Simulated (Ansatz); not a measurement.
# ClH₃OZn (built from SMILES Cl.[OH][ZnH]): a barrier at many levels of theory

How high is the barrier of this step (Zn1–Cl5 formed, H2–H4 formed, Zn1–H2 broken, H4–Cl5 broken), and how far do cheaper methods land from CCSD(T)?

Computed with Ansatz 0.2.0, Gaussian basis. Level: single points in def2-TZVPP on PBE0-D4/def2-TZVP structures.

Levels: SPW92, PBE-D4, BLYP-D4, r2SCAN-D4, B97M-V, PBE0-D4, B3LYP-D4, r2SCAN0-D4, BHLYP-D4, CAM-B3LYP-D4, wB97X-V, wB97M-V, B2PLYP, PBE-QIDH, RPA on PBE, Hartree-Fock, MP2, CCSD, CCSD(T). The reference is CCSD(T) at the basis limit, from triple and quadruple zeta. Zero-point energies come from PBE0-D4 vibrations.

Cores are frozen in the correlated methods. The 3s and 3p shells of Cu and Zn are frozen; filled d shells are correlated. B3LYP uses VWN-RPA correlation. B2PLYP carries no dispersion term here.

23 further runs of the same task are left out: 23 set aside as unsound or not needed.

## 1. Start, saddle and end, as given

Charge 0, multiplicity 1. The folders r, ts and p hold the start, the saddle and the end; their coordinates stand in the first inputs.

| pair | r (Å) | ts (Å) | p (Å) |
| --- | --- | --- | --- |
| Zn1–Cl5 | 3.111 | 2.487 | 2.090 |
| H2–H4 | 2.784 | 1.092 | 0.751 |
| Zn1–H2 | 1.521 | 1.657 | 2.519 |
| H4–Cl5 | 1.282 | 1.555 | 3.344 |

## 2. wB97M-V/def2-TZVPP

r/in.yaml

```yaml
crystal:
  periodic: [false, false, false]
  atoms:
    - {symbol: Zn, position_ang: [-0.081051, -0.486856, 0.914498]}
    - {symbol: H, position_ang: [-0.568789, 0.676775, 1.764524]}
    - {symbol: O, position_ang: [0.475866, -1.987776, 0.139633]}
    - {symbol: H, position_ang: [-0.452225, 2.241942, -0.534357]}
    - {symbol: Cl, position_ang: [-0.045595, 1.488640, -1.488102]}
    - {symbol: H, position_ang: [0.671894, -1.932722, -0.796298]}
basis:
  gaussian: {orbitals: def2-TZVPP}
hamiltonian: {xc: {name: wB97M-V}}
```

ts/in.yaml

```yaml
crystal:
  periodic: [false, false, false]
  atoms:
    - {symbol: Zn, position_ang: [-0.027176, -0.209188, 0.354746]}
    - {symbol: H, position_ang: [-0.554695, 1.116651, 1.196576]}
    - {symbol: O, position_ang: [0.436498, -1.918301, 0.224568]}
    - {symbol: H, position_ang: [-0.440233, 1.553073, 0.202490]}
    - {symbol: Cl, position_ang: [-0.115694, 1.630422, -1.316273]}
    - {symbol: H, position_ang: [0.701401, -2.172656, -0.662209]}
basis:
  gaussian: {orbitals: def2-TZVPP}
hamiltonian: {xc: {name: wB97M-V}}
```

p/in.yaml

```yaml
crystal:
  periodic: [false, false, false]
  atoms:
    - {symbol: Zn, position_ang: [0.187187, -0.030180, -0.795601]}
    - {symbol: H, position_ang: [-0.519488, 0.707174, 1.506797]}
    - {symbol: O, position_ang: [0.297763, -1.428162, 0.288434]}
    - {symbol: H, position_ang: [-0.619342, 1.380949, 1.190092]}
    - {symbol: Cl, position_ang: [0.057904, 1.615901, -2.076145]}
    - {symbol: H, position_ang: [0.596077, -2.245682, -0.113678]}
basis:
  gaussian: {orbitals: def2-TZVPP}
hamiltonian: {xc: {name: wB97M-V}}
```

No record of the launch command was kept for these runs.

The runs that follow: CCSD(T)/def2-TZVPP; MP2/def2-QZVPP; Vibrations of the start structure; Vibrations of the end structure.

**Question.** What will these runs give? Wanted: barrier, CCSD(T)/CBS; reverse barrier, CCSD(T)/CBS; step energy, CCSD(T)/CBS; barrier with zero-point energy; step energy with zero-point energy; imaginary mode at the saddle; largest T1 diagnostic.

The runs gave:

| quantity | value |
| --- | --- |
| barrier, CCSD(T)/CBS | 55.3 kJ/mol |
| reverse barrier, CCSD(T)/CBS | 160.2 kJ/mol |
| step energy, CCSD(T)/CBS | -105.0 kJ/mol |
| barrier with zero-point energy | 52.8 kJ/mol |
| step energy with zero-point energy | -105.7 kJ/mol |
| imaginary mode at the saddle | 889i cm⁻¹ |
| largest T1 diagnostic | 0.016 |

What this shows: B97M-V is the best functional here (-0.5 kJ/mol from CCSD(T)/CBS); SPW92 is the worst (-36.5 kJ/mol). By rung, the mean size of the error is: LDA 36.5, GGA 9.9, meta-GGA 8.1, hybrid 7.7, range-separated hybrid 6.5, double hybrid 3.9 kJ/mol. PBE-D4 gives a barrier 17.2 kJ/mol too low, outside chemical accuracy (1 kcal/mol, 4.2 kJ/mol). The barrier rises with the share of exact exchange, from BLYP-D4 through B3LYP-D4 to BHLYP-D4 (-2.6, +1.5, +8.9 kJ/mol). Hartree-Fock, with no correlation, is off by +33.3 kJ/mol. Zero-point motion lowers the barrier by 2.4 kJ/mol.
